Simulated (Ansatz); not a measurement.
**Si₂GeH₇ radical: a ladder of functionals and wavefunction methods**

Aim: compute Si₂GeH₇ radical with functionals from several rungs and with coupled cluster, and see how far each lands from CCSD(T) at the basis-set limit for the atomisation energy.

Program: Ansatz 0.2.0, Gaussian basis. Level of theory: functionals in def2-TZVPP, the program's frozen cores in correlated methods. These are calculated values, not measurements.

Plan: LDA (SPW92), PBE-D4, revPBE-D4, BLYP-D4, r2SCAN-D4, B97M-V, PBE0-D4, B3LYP-D4, r2SCANh-D4, r2SCAN0-D4, HSE06-D4, BHLYP-D4, CAM-B3LYP-D4, LC-ωPBE, ωB97X-V, ωB97M-V, B2PLYP, PBE-QIDH; CCSD(T)/def2-SVP; CCSD(T)/def2-TZVPP; MP2/def2-QZVPP; extrapolation to the limit; RPA on PBE.

### Step 1. The relaxed structure

The geometry comes from an earlier relaxation with PBE0-D4 in a triple-zeta def2 set; it is a stationary point, not always the lowest conformer.

SMILES `[SiH2][GeH2][SiH3]`, 10 atoms, charge 0, spin multiplicity 2.

Atoms are counted from 1 here; the program's logs count them from 0.

Bond lengths: Si1–Ge2 2.371 Å, Si1–H4 1.489 Å, Si1–H5 1.489 Å, Ge2–Si3 2.379 Å, Ge2–H6 1.544 Å, Ge2–H7 1.540 Å, Si3–H8 1.487 Å, Si3–H9 1.486 Å, Si3–H10 1.487 Å. Angles: Ge2–Si1–H4 112.8°, Ge2–Si1–H5 114.4°, H4–Si1–H5 109.6°, Si1–Ge2–Si3 109.9°, Si1–Ge2–H6 110.9°, Si1–Ge2–H7 108.7°, Si3–Ge2–H6 109.7°, Si3–Ge2–H7 110.0°, H6–Ge2–H7 107.5°, Ge2–Si3–H8 109.6°, Ge2–Si3–H9 109.7°, Ge2–Si3–H10 110.8°, H8–Si3–H9 108.8°, H8–Si3–H10 108.9°, H9–Si3–H10 109.0°.

### Step 2. LDA

This LDA is Slater exchange with PW92 correlation.

in.yaml

```yaml
crystal:
  periodic: [false, false, false]
  atoms:
    - {symbol: Si, position_ang: [-1.908221, 0.629550, -0.839583]}
    - {symbol: Ge, position_ang: [0.377695, 0.792847, -0.230007]}
    - {symbol: Si, position_ang: [1.004393, -1.091599, 1.079714]}
    - {symbol: H, position_ang: [-2.226231, -0.640326, -1.549408]}
    - {symbol: H, position_ang: [-2.419896, 1.784907, -1.627840]}
    - {symbol: H, position_ang: [1.277414, 0.879585, -1.481889]}
    - {symbol: H, position_ang: [0.581690, 2.087882, 0.577387]}
    - {symbol: H, position_ang: [0.764513, -2.337999, 0.305568]}
    - {symbol: H, position_ang: [0.188437, -1.133464, 2.321453]}
    - {symbol: H, position_ang: [2.443206, -1.022484, 1.447605]}
basis:
  gaussian: {orbitals: def2-TZVPP}
magnetization: {spin_polarized: true, initial_magnetization: 1}
hamiltonian: {xc: lda}
output: {orbitals: {seedname: orbitals}}
```

After this run come: PBE-D4 (GGA); revPBE-D4 (GGA); BLYP-D4 (GGA); r2SCAN-D4 (meta-GGA); B97M-V (meta-GGA); PBE0-D4 (hybrid); B3LYP-D4 (hybrid); r2SCANh-D4 (hybrid); r2SCAN0-D4 (hybrid); HSE06-D4 (hybrid); BHLYP-D4 (hybrid); CAM-B3LYP-D4 (range-separated); LC-ωPBE-D4 (range-separated); ωB97X-V (range-separated); ωB97M-V (range-separated); B2PLYP (double hybrid); PBE-QIDH (double hybrid); CCSD(T) in def2-SVP; CCSD(T) in def2-TZVPP; MP2 in def2-QZVPP; RPA on PBE orbitals.

Before running them: what should the planned runs give, taken together? Wanted: atomisation energy, CCSD(T)/CBS; farthest beyond LDA; mean size of error, GGA; mean size of error, meta-GGA; mean size of error, hybrid; mean size of error, range-separated; mean size of error, double hybrid; gap, smallest and largest; T1 diagnostic.

As calculated:

| quantity | value |
| --- | --- |
| atomisation energy, CCSD(T)/CBS | 2660.6 kJ/mol |
| functionals within 26.6 kJ/mol (1.0 %) | r2SCAN-D4, B97M-V, B3LYP-D4, r2SCANh-D4, r2SCAN0-D4, BHLYP-D4, CAM-B3LYP-D4, ωB97X-V, ωB97M-V |
| farthest beyond LDA | revPBE-D4 (-78.0 kJ/mol) |
| mean size of error, GGA | 59.4 kJ/mol |
| mean size of error, meta-GGA | 16.5 kJ/mol |
| mean size of error, hybrid | 21.1 kJ/mol |
| mean size of error, range-separated | 24.7 kJ/mol |
| mean size of error, double hybrid | 48.0 kJ/mol |
| gap, smallest and largest | 1.15 eV (LDA (SPW92)), 8.44 eV (LC-ωPBE) |
| T1 diagnostic | 0.0134 |
| triples share of the correlation energy | 3.4 % |

LDA overbinds by 263.6 kJ/mol (10 %). PBE-D4 is off by -47.1 kJ/mol. Double hybrids carry the basis error of their MP2 part in triple zeta, and no dispersion term here, so their miss is partly the set-up's. The rungs meta-GGA, hybrid, range-separated miss on average by less than the doubt on the reference (26.6 kJ/mol), so they tie. Misses under about 26.6 kJ/mol are within the doubt on the reference itself, which lacks core-valence correlation, relativity and higher excitations, and its outer-core shells are covered unevenly. Hartree-Fock recovers 76 % of the binding; the rest is correlation. CCSD(T) in def2-SVP is off by -184.8 kJ/mol, so the small basis spoils what the method gains. Orbital gaps span 1.2 to 8.4 eV; exact exchange widens them. Correlated methods include outer-core shells of Ge, which these sets cover unevenly.
